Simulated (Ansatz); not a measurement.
# CH₄BNOS: geometry and vibrations

The task is to find a stationary geometry of CH₄BNOS, check the end point by its vibrations and derive ideal-gas thermochemistry, and look at its orbitals and charge.

Program: Ansatz 0.2.0, Gaussian basis. Level of theory: RKS PBE0-D4/def2-TZVP. These are calculated values, not measurements.

The runs, in order: relaxation at PBE-D4/def2-SVP; relaxation at PBE0-D4/def2-TZVP; harmonic vibrations at the same level; a single point in def2-TZVPP for the fields.

**1. The starting structure**

SMILES `SC1NBO1`, 9 atoms, charge 0, spin multiplicity 1.

Atoms are counted from 1 here; the program's logs count them from 0.

Bond lengths: S1–C2 1.820 Å, S1–H6 1.483 Å, C2–N3 1.411 Å, C2–O5 1.387 Å, C2–H7 1.086 Å, N3–B4 1.620 Å, N3–H8 0.994 Å, B4–O5 1.517 Å, B4–H9 1.112 Å. Angles: C2–S1–H6 90.8°, S1–C2–N3 109.6°, S1–C2–O5 111.3°, S1–C2–H7 114.8°, N3–C2–O5 96.0°, N3–C2–H7 112.4°, O5–C2–H7 111.1°, C2–N3–B4 87.9°, C2–N3–H8 112.0°, B4–N3–H8 106.4°, N3–B4–O5 83.0°, N3–B4–H9 127.6°, O5–B4–H9 131.4°, C2–O5–B4 93.1°.

Coordinates:

```mol
CH4BNOS
  3D, bonds by distance, orders not assigned

  9  9  0  0  0  0  0  0  0  0999 V2000
   -0.3698    0.7793    1.9286 S   0  0
   -0.4464    0.1876    0.2096 C   0  0
    0.1231   -1.1003    0.1266 N   0  0
    1.2887   -0.4612   -0.7997 B   0  0
    0.5016    0.8175   -0.5826 O   0  0
   -0.9180    2.0963    1.5227 H   0  0
   -1.4316    0.2356   -0.2456 H   0  0
   -0.4037   -1.7030   -0.4621 H   0  0
    1.7446   -0.8981   -1.7146 H   0  0
  1  2  8  0
  2  3  8  0
  3  4  8  0
  4  5  8  0
  1  6  8  0
  2  7  8  0
  3  8  8  0
  4  9  8  0
  2  5  8  0
M  END
```

The start is a force-field geometry with small random shifts, so a cheaper pass at PBE-D4/def2-SVP comes first.

**2. Geometry optimisation, PBE-D4/def2-SVP (cheap first pass)**

in.yaml

```yaml
crystal:
  periodic: [false, false, false]
  atoms:
    - {symbol: S, position_ang: [-0.369800, 0.779300, 1.928600]}
    - {symbol: C, position_ang: [-0.446400, 0.187600, 0.209600]}
    - {symbol: N, position_ang: [0.123100, -1.100300, 0.126600]}
    - {symbol: B, position_ang: [1.288700, -0.461200, -0.799700]}
    - {symbol: O, position_ang: [0.501600, 0.817500, -0.582600]}
    - {symbol: H, position_ang: [-0.918000, 2.096300, 1.522700]}
    - {symbol: H, position_ang: [-1.431600, 0.235600, -0.245600]}
    - {symbol: H, position_ang: [-0.403700, -1.703000, -0.462100]}
    - {symbol: H, position_ang: [1.744600, -0.898100, -1.714600]}
basis:
  gaussian: {orbitals: def2-SVP}
hamiltonian: {xc: pbe, dispersion: d4}
relax: {f_tol: 0.03, max_steps: 200}
```

Launch:

```
> ansatz run in.yaml --threads 2 --pin off --events-out ev --progress --plain --max-ram 4352MiB
```

What it wrote, cut to the lines that bear on the results:

```text
Functional definition: PBE
  name "PBE"
  cite "Perdew, Burke & Ernzerhof, Phys. Rev. Lett. 77, 3865 (1996) doi:10.1103/PhysRevLett.77.3865"
  parent pbe
[...]
1064 factors; their error is unknown
[...]
mean field -16131.59552220 eV, -592.8252010526 hartree, gradient 3.9e-5 eV, S^2 0.000000; 0 other end points of the search recorded, 0 dependent functions left out
[...]
reference -16131.59555407 eV, -592.8252022238 hartree; 23, 23 occupied and 71, 71 virtual orbitals, 1064 factors
relax step   1: F+E_penalty+E_count = -16131.79151576 eV  Δ(F+E_penalty+E_count) = +0.000e0 eV  max|allowed force component| = 7.656e0 eV/Å  Δτ_max = 0.0000 Å  (30 SCF iters, accepted)
[...]
relax step   4: F+E_penalty+E_count = -16133.51688250 eV  Δ(F+E_penalty+E_count) = -1.417e-1 eV  max|allowed force component| = 7.637e-1 eV/Å  Δτ_max = 0.2000 Å  (36 SCF iters, accepted)
[...]
relax step   7: F+E_penalty+E_count = -16133.59360018 eV  Δ(F+E_penalty+E_count) = -2.454e-2 eV  max|allowed force component| = 2.038e-1 eV/Å  Δτ_max = 0.1000 Å  (29 SCF iters, accepted)
[...]
relax step  10: F+E_penalty+E_count = -16133.60578328 eV  Δ(F+E_penalty+E_count) = -8.621e-3 eV  max|allowed force component| = 1.460e-1 eV/Å  Δτ_max = 0.0273 Å  (30 SCF iters, accepted)
[...]
relax step  13: F+E_penalty+E_count = -16133.60721989 eV  Δ(F+E_penalty+E_count) = -6.334e-4 eV  max|allowed force component| = 5.352e-2 eV/Å  Δτ_max = 0.0464 Å  (30 SCF iters, accepted)
[...]
relax step  14: F+E_penalty+E_count = -16133.60744113 eV  Δ(F+E_penalty+E_count) = -2.212e-4 eV  max|allowed force component| = 1.665e-2 eV/Å  Δτ_max = 0.0052 Å  (32 SCF iters, accepted)
1064 factors; their error is unknown
[...]
mean field -16133.41316254 eV, -592.8919981031 hartree, gradient 3.3e-5 eV, S^2 0.000000; 1 other end points of the search recorded, 0 dependent functions left out
[...]
reference -16133.41319564 eV, -592.8919993196 hartree; 23, 23 occupied and 71, 71 virtual orbitals, 1064 factors
Total energy: -16133.60747423 eV, -592.8991389259 hartree
Atom 0 at    -0.379163     0.706879     1.866768 Å, force    -0.002329     0.003051     0.015040 eV/Å
Atom 1 at    -0.406067     0.288898     0.089802 Å, force     0.010603     0.004669    -0.016649 eV/Å
Atom 2 at     0.037208    -1.063351    -0.162961 Å, force     0.001434    -0.001808    -0.003328 eV/Å
Atom 3 at     1.059916    -0.475992    -0.963452 Å, force    -0.002773     0.005366     0.005488 eV/Å
Atom 4 at     0.670002     0.851958    -0.701242 Å, force    -0.001585    -0.012120    -0.001537 eV/Å
Atom 5 at    -1.059434     1.881512     1.739692 Å, force     0.000257     0.000406     0.001356 eV/Å
Atom 6 at    -1.388103     0.576266    -0.345938 Å, force    -0.004882    -0.000952     0.000027 eV/Å
Atom 7 at    -0.398419    -1.934027     0.129058 Å, force     0.000405     0.000131    -0.000320 eV/Å
Atom 8 at     1.952560    -0.878444    -1.668827 Å, force    -0.001129     0.001257    -0.000077 eV/Å
Dipole moment:    -0.437490    -0.219416     0.029169 e Å
```

Wall time 34 s (2 threads of Arm Neoverse V1, shared host).

The steps of the relaxation: (the energy doesn't fall at every step)

| step | energy from step 1 (eV) | largest force component (eV/Å) |
| --- | --- | --- |
| 1 | 0.0000 | 7.6557 |
| 2 | -1.3002 | 2.1774 |
| 3 | -1.5836 | 1.1293 |
| 4 | -1.7254 | 0.7637 |
| 5 | -1.7002 | 0.9046 |
| 6 | -1.7775 | 0.2652 |
| 7 | -1.8021 | 0.2038 |
| 8 | -1.8056 | 0.3710 |
| 9 | -1.8049 | 0.2161 |
| 10 | -1.8143 | 0.1460 |
| 11 | -1.7967 | 1.0602 |
| 12 | -1.8151 | 0.0983 |
| 13 | -1.8157 | 0.0535 |
| 14 | -1.8159 | 0.0166 |

Close pairs (by a distance rule), those that changed most:

| bond | before (Å) | after (Å) | change (Å) |
| --- | --- | --- | --- |
| N3–B4 | 1.620 | 1.425 | -0.195 |
| S1–H6 | 1.483 | 1.363 | -0.120 |
| B4–O5 | 1.517 | 1.409 | -0.109 |
| B4–H9 | 1.112 | 1.207 | +0.095 |
| C2–O5 | 1.387 | 1.449 | +0.063 |
| C2–N3 | 1.411 | 1.445 | +0.035 |
| C2–H7 | 1.086 | 1.112 | +0.026 |
| N3–H8 | 0.994 | 1.016 | +0.023 |

**3. Optimising with PBE0-D4/def2-TZVP**

in.yaml

```yaml
crystal:
  periodic: [false, false, false]
  atoms:
    - {symbol: S, position_ang: [-0.379163, 0.706879, 1.866768]}
    - {symbol: C, position_ang: [-0.406067, 0.288898, 0.089802]}
    - {symbol: N, position_ang: [0.037208, -1.063351, -0.162961]}
    - {symbol: B, position_ang: [1.059916, -0.475992, -0.963452]}
    - {symbol: O, position_ang: [0.670002, 0.851958, -0.701242]}
    - {symbol: H, position_ang: [-1.059434, 1.881512, 1.739692]}
    - {symbol: H, position_ang: [-1.388103, 0.576266, -0.345938]}
    - {symbol: H, position_ang: [-0.398419, -1.934027, 0.129058]}
    - {symbol: H, position_ang: [1.952560, -0.878444, -1.668827]}
basis:
  gaussian: {orbitals: def2-TZVP}
hamiltonian: {xc: pbe0, dispersion: d4}
relax: {f_tol: 0.005, max_steps: 150}
```

Launched as before.

What it wrote, cut to the lines that bear on the results:

```text
Functional definition: PBE0
  name "PBE0"
  cite "Adamo & Barone, J. Chem. Phys. 110, 6158 (1999) doi:10.1063/1.478522"
  cite "Perdew, Burke & Ernzerhof, Phys. Rev. Lett. 77, 3865 (1996) doi:10.1103/PhysRevLett.77.3865"
  parent pbe
[...]
1102 factors; their error is unknown
[...]
mean field -16144.34600999 eV, -593.2937728362 hartree, gradient 3.7e-5 eV, S^2 0.000000; 0 other end points of the search recorded, 0 dependent functions left out
[...]
reference -16144.34604006 eV, -593.2937739416 hartree; 23, 23 occupied and 162, 162 virtual orbitals, 1102 factors
relax step   1: F+E_penalty+E_count = -16144.50804479 eV  Δ(F+E_penalty+E_count) = +0.000e0 eV  max|allowed force component| = 7.398e-1 eV/Å  Δτ_max = 0.0000 Å  (29 SCF iters, accepted)
[...]
Total energy: -16144.55014439 eV, -593.3012746371 hartree
Atom 0 at    -0.376167     0.708526     1.845043 Å, force     0.000137     0.000196    -0.000735 eV/Å
Atom 1 at    -0.404996     0.289796     0.094134 Å, force    -0.000661     0.000278     0.001236 eV/Å
Atom 2 at     0.041524    -1.053254    -0.158464 Å, force     0.000004     0.000060     0.000519 eV/Å
Atom 3 at     1.049739    -0.474414    -0.957145 Å, force     0.000816     0.000140    -0.000469 eV/Å
Atom 4 at     0.662951     0.841473    -0.690653 Å, force     0.000566     0.000421    -0.000186 eV/Å
Atom 5 at    -1.050405     1.863828     1.723900 Å, force    -0.000177    -0.000024    -0.000167 eV/Å
Atom 6 at    -1.369896     0.563672    -0.338629 Å, force     0.000494    -0.000634     0.000150 eV/Å
Atom 7 at    -0.391993    -1.913423     0.113846 Å, force    -0.000823    -0.000660    -0.000241 eV/Å
Atom 8 at     1.927743    -0.872504    -1.649133 Å, force    -0.000356     0.000222    -0.000107 eV/Å
Dipole moment:    -0.386282    -0.251596    -0.031201 e Å
```

Run time: 63 s. Hardware: 2 threads of Arm Neoverse V1, shared host.

Along the way:

| step | energy from step 1 (eV) | largest force component (eV/Å) |
| --- | --- | --- |
| 1 | 0.0000 | 0.7398 |
| 2 | -0.0365 | 0.2688 |
| 3 | -0.0411 | 0.0916 |
| 4 | -0.0418 | 0.0421 |
| 5 | -0.0420 | 0.0168 |
| 6 | -0.0421 | 0.0086 |
| 7 | -0.0421 | 0.0136 |
| 8 | -0.0421 | 0.0089 |
| 9 | -0.0421 | 0.0121 |
| 10 | -0.0421 | 0.0012 |

Close pairs (by a distance rule), those that changed most:

| bond | before (Å) | after (Å) | change (Å) |
| --- | --- | --- | --- |
| S1–C2 | 1.826 | 1.801 | -0.025 |
| S1–H6 | 1.363 | 1.343 | -0.020 |
| B4–H9 | 1.207 | 1.187 | -0.020 |
| C2–H7 | 1.112 | 1.092 | -0.020 |
| N3–H8 | 1.016 | 1.001 | -0.015 |
| N3–B4 | 1.425 | 1.410 | -0.015 |
| C2–O5 | 1.449 | 1.436 | -0.014 |
| B4–O5 | 1.409 | 1.397 | -0.011 |

Mulliken charges at the end point, from the run's report:

| atom | value (e) |
| --- | --- |
| S1 | -0.20 |
| C2 | 0.19 |
| N3 | -0.43 |
| B4 | 0.22 |
| O5 | -0.32 |
| H6 | 0.15 |
| H7 | 0.13 |
| H8 | 0.24 |
| H9 | 0.02 |

**4. Force constants and modes**

in.yaml

```yaml
crystal:
  periodic: [false, false, false]
  atoms:
    - {symbol: S, position_ang: [-0.376167, 0.708526, 1.845043]}
    - {symbol: C, position_ang: [-0.404996, 0.289796, 0.094134]}
    - {symbol: N, position_ang: [0.041524, -1.053254, -0.158464]}
    - {symbol: B, position_ang: [1.049739, -0.474414, -0.957145]}
    - {symbol: O, position_ang: [0.662951, 0.841473, -0.690653]}
    - {symbol: H, position_ang: [-1.050405, 1.863828, 1.723900]}
    - {symbol: H, position_ang: [-1.369896, 0.563672, -0.338629]}
    - {symbol: H, position_ang: [-0.391993, -1.913423, 0.113846]}
    - {symbol: H, position_ang: [1.927743, -0.872504, -1.649133]}
basis:
  gaussian: {orbitals: def2-TZVP}
hamiltonian: {xc: pbe0, dispersion: d4}
phonons: {temperatures: {t_min: 298.15, t_max: 900, t_step: 200}}
```

Same command.

What it wrote, cut to the lines that bear on the results:

```text
Functional definition: PBE0
  name "PBE0"
  cite "Adamo & Barone, J. Chem. Phys. 110, 6158 (1999) doi:10.1063/1.478522"
  cite "Perdew, Burke & Ernzerhof, Phys. Rev. Lett. 77, 3865 (1996) doi:10.1103/PhysRevLett.77.3865"
  parent pbe
[...]
1102 factors; their error is unknown
[...]
mean field -16144.38726694 eV, -593.2952890015 hartree, gradient 3.5e-5 eV, S^2 0.000000; 0 other end points of the search recorded, 0 dependent functions left out
[...]
reference -16144.38729683 eV, -593.2952900999 hartree; 23, 23 occupied and 162, 162 virtual orbitals, 1102 factors
[...]
1102 factors; their error is unknown
mean field -16144.38722035 eV, -593.2952872892 hartree, gradient 9.9e-7 eV, S^2 0.000000; 0 other end points of the search recorded, 0 dependent functions left out
[...]
reference -16144.38725024 eV, -593.2952883877 hartree; 23, 23 occupied and 162, 162 virtual orbitals, 1102 factors
[...]
Atom 1 at    -0.404996     0.289796     0.094134 Å, force    -0.000658     0.000286     0.001246 eV/Å
Atom 2 at     0.041524    -1.053254    -0.158464 Å, force     0.000008     0.000091     0.000512 eV/Å
Atom 3 at     1.049739    -0.474414    -0.957145 Å, force     0.000831     0.000121    -0.000471 eV/Å
Atom 4 at     0.662951     0.841473    -0.690653 Å, force     0.000549     0.000435    -0.000186 eV/Å
Atom 5 at    -1.050405     1.863828     1.723900 Å, force    -0.000176    -0.000025    -0.000167 eV/Å
Atom 6 at    -1.369896     0.563672    -0.338629 Å, force     0.000502    -0.000637     0.000150 eV/Å
Atom 7 at    -0.391993    -1.913423     0.113846 Å, force    -0.000834    -0.000684    -0.000233 eV/Å
Atom 8 at     1.927743    -0.872504    -1.649133 Å, force    -0.000359     0.000222    -0.000106 eV/Å
Dipole moment:    -0.386283    -0.251595    -0.031200 e Å
Vibrations: 150.58 232.76 309.88 336.55 473.16 757.14 877.34 895.16 913.77 938.78 943.96 1035.14 1169.57 1208.32 1284.65 1303.14 1387.50 2708.30 2720.24 3089.11 3728.56 cm⁻¹, zero-point energy 1.640535 eV
```

It took 3.6 min on 2 threads of Arm Neoverse V1, shared host.

Motions are named by where the mode's potential energy lies. Wavenumbers, unscaled:

| mode | cm⁻¹ | motion |
| --- | --- | --- |
| 1 | 151 | torsion |
| 2 | 233 | torsion |
| 3 | 310 | torsion with bend |
| 4 | 337 | torsion with bend |
| 5 | 473 | torsion with C–S stretch |
| 6 | 757 | bend with torsion |
| 7 | 877 | torsion with bend |
| 8 | 895 | bend with torsion |
| 9 | 914 | bend |
| 10 | 939 | bend |
| 11 | 944 | mixed, led by C–O stretch |
| 12 | 1035 | bend |
| 13 | 1170 | bend |
| 14 | 1208 | C–N stretch with bend |
| 15 | 1285 | bend |
| 16 | 1303 | bend |
| 17 | 1387 | bend with B–N stretch |
| 18 | 2708 | S–H stretch |
| 19 | 2720 | B–H stretch |
| 20 | 3089 | C–H stretch |
| 21 | 3729 | N–H stretch |

From these modes and the moments of inertia (298.15 K, 1 bar, symmetry number 1):

| term | value |
| --- | --- |
| zero-point energy | 158.3 kJ/mol |
| H(298) − E | 175.1 kJ/mol |
| entropy, translation | 164.8 J/(mol K) |
| entropy, rotation | 107.6 J/(mol K) |
| entropy, vibration | 37.6 J/(mol K) |
| entropy, total | 310.0 J/(mol K) |

**5. Fields at the relaxed geometry**

Edit in.yaml of step 4 so:

```diff
@@ -13,4 +13,4 @@
 basis:
-  gaussian: {orbitals: def2-TZVP}
+  gaussian: {orbitals: def2-TZVPP}
 hamiltonian: {xc: pbe0, dispersion: d4}
-phonons: {temperatures: {t_min: 298.15, t_max: 900, t_step: 200}}
+output: {orbitals: {seedname: orbitals}}
```

Launched as before.

What it wrote:

```text
Functional definition: PBE0
  name "PBE0"
  cite "Adamo & Barone, J. Chem. Phys. 110, 6158 (1999) doi:10.1063/1.478522"
  cite "Perdew, Burke & Ernzerhof, Phys. Rev. Lett. 77, 3865 (1996) doi:10.1103/PhysRevLett.77.3865"
  parent pbe
  parameter a = 0.25
  parameter kappa = 0.804
  parameter beta = 0.06672455060314922
  exchange = (1 - a)*pbe_x(kappa = kappa, mu = beta*pi^2/3) + a*exact_x
  correlation = pbe_c(beta = beta)
1206 factors; their error is unknown
mean field evaluation 1: about -16137.5223 eV, gradient 6.1e1 eV
mean field evaluation 2: about -16128.8713 eV, gradient 8.9e1 eV
mean field evaluation 4: about -16144.3892 eV, gradient 4.8e0 eV
mean field evaluation 8: about -16144.4280 eV, gradient 2.6e-1 eV
mean field evaluation 16: about -16144.4414 eV, gradient 1.4e-4 eV
mean field -16144.44140577 eV, -593.2972785665 hartree, gradient 3.6e-5 eV, S^2 0.000000; 0 other end points of the search recorded, 0 dependent functions left out
reference -16144.44143581 eV, -593.2972796706 hartree; 23, 23 occupied and 199, 199 virtual orbitals, 1206 factors
Total energy: -16144.60428287 eV, -593.3032641897 hartree
```

Run time: 5 s. Hardware: 2 threads of Arm Neoverse V1, shared host.

Orbitals, density, ELF and potential are computed afterwards from the orbital file.

Frontier orbitals at PBE0-D4/def2-TZVPP, with the share of their density that lies nearest to each atom:

| orbital | energy (eV) | lies on |
| --- | --- | --- |
| HOMO | -7.33 | S1 70 %; H6 9 %; O5 7 % |
| LUMO | 0.17 | S1 38 %; H6 26 %; H7 12 % |

ELF in a plane through or near 6 of the atoms.

Values, 10 rows by 14 columns:
```
0.00 0.00 0.00 0.00 0.00 0.00 0.00 0.00 0.00 0.00 0.00 0.00 0.00 0.00
0.00 0.00 0.00 0.00 0.00 0.00 0.00 0.00 0.00 0.00 0.00 0.00 0.00 0.00
0.00 0.00 0.00 0.00 0.03 0.66 0.91 0.10 0.00 0.19 0.11 0.01 0.00 0.00
0.00 0.00 0.00 0.00 0.05 0.75 0.97 0.24 0.05 0.78 0.76 0.26 0.00 0.00
0.00 0.00 0.05 0.10 0.16 0.76 0.71 0.72 0.49 0.76 0.72 0.34 0.02 0.00
0.00 0.00 0.94 1.00 0.87 0.63 0.28 0.42 0.77 0.51 0.98 0.97 0.21 0.00
0.00 0.00 0.95 1.00 0.95 0.40 0.71 0.77 0.08 0.26 0.91 0.92 0.08 0.00
0.00 0.00 0.08 0.76 0.11 0.07 0.69 0.80 0.11 0.01 0.09 0.04 0.00 0.00
0.00 0.00 0.00 0.00 0.00 0.00 0.05 0.08 0.00 0.00 0.00 0.00 0.00 0.00
0.00 0.00 0.00 0.00 0.00 0.00 0.00 0.00 0.00 0.00 0.00 0.00 0.00 0.00
```
The map spans 10.6 Å across and 8.8 Å up, centred on the molecule. Atoms in the plane (x, y in Å): N3 (-0.7, 0.8), B4 (-1.4, -0.4), O5 (-0.3, -1.2), H6 (2.7, -0.5), H8 (-0.8, 1.8), H9 (-2.6, -0.7).

log10 of the density (e/Å³) in the same plane.

Ten even steps from '0' (-4.0) to '9' (1.9):
```
0000000000000000000000000000
0000000000000000000000000000
0000000000111100000000000000
0000000011222211111100000000
0000000123445432222221100000
0000000234566543333332210000
0000011234677654444443321000
0000112345677765555554321000
0001233455689766666655432100
0001234556677777666665432100
0012345666966677666666542100
0012356666777776655666542100
0012345666678876544555432100
0001334555567775433343321000
0001223333456654432222210000
0000112222344443321111100000
0000000001122222100000000000
0000000000011110000000000000
0000000000000000000000000000
0000000000000000000000000000
```
The map spans 10.6 Å across and 8.8 Å up, centred on the molecule. Atoms in the plane (x, y in Å): N3 (-0.7, 0.8), B4 (-1.4, -0.4), O5 (-0.3, -1.2), H6 (2.7, -0.5), H8 (-0.8, 1.8), H9 (-2.6, -0.7).

On the surface of density 0.002 e/bohr³ the electrostatic potential runs, from the 1st to the 99th percentile, from -1.38 V near O5 to 2.04 V near H8.

**6. What came out**

```
                  quantity            value
               point group               C1
                     steps          14 + 10
shift from the start (rms)          0.315 Å
              total energy   -16144.5501 eV
           dispersion term         -163 meV
             dipole moment           2.22 D
lowest, highest wavenumber   151, 3729 cm⁻¹
         zero-point energy     158.3 kJ/mol
       entropy at 298.15 K  310.0 J/(mol K)
                HOMO, LUMO   -7.33, 0.17 eV
```

In words: The relaxed geometry lies 0.32 Å (rms) from the start; the bond that changed most is N3–B4, from 1.620 to 1.410 Å. No mode is imaginary: a true minimum at this level. The stiffest mode, 3729 cm⁻¹, is an N–H stretch. Harmonic hybrid wavenumbers usually lie a few per cent above measured fundamentals. The largest Mulliken charge, -0.43 e, sits on N3. The HOMO lies mostly on S1 70 %; H6 9 % and the LUMO on S1 38 %; H6 26 %.
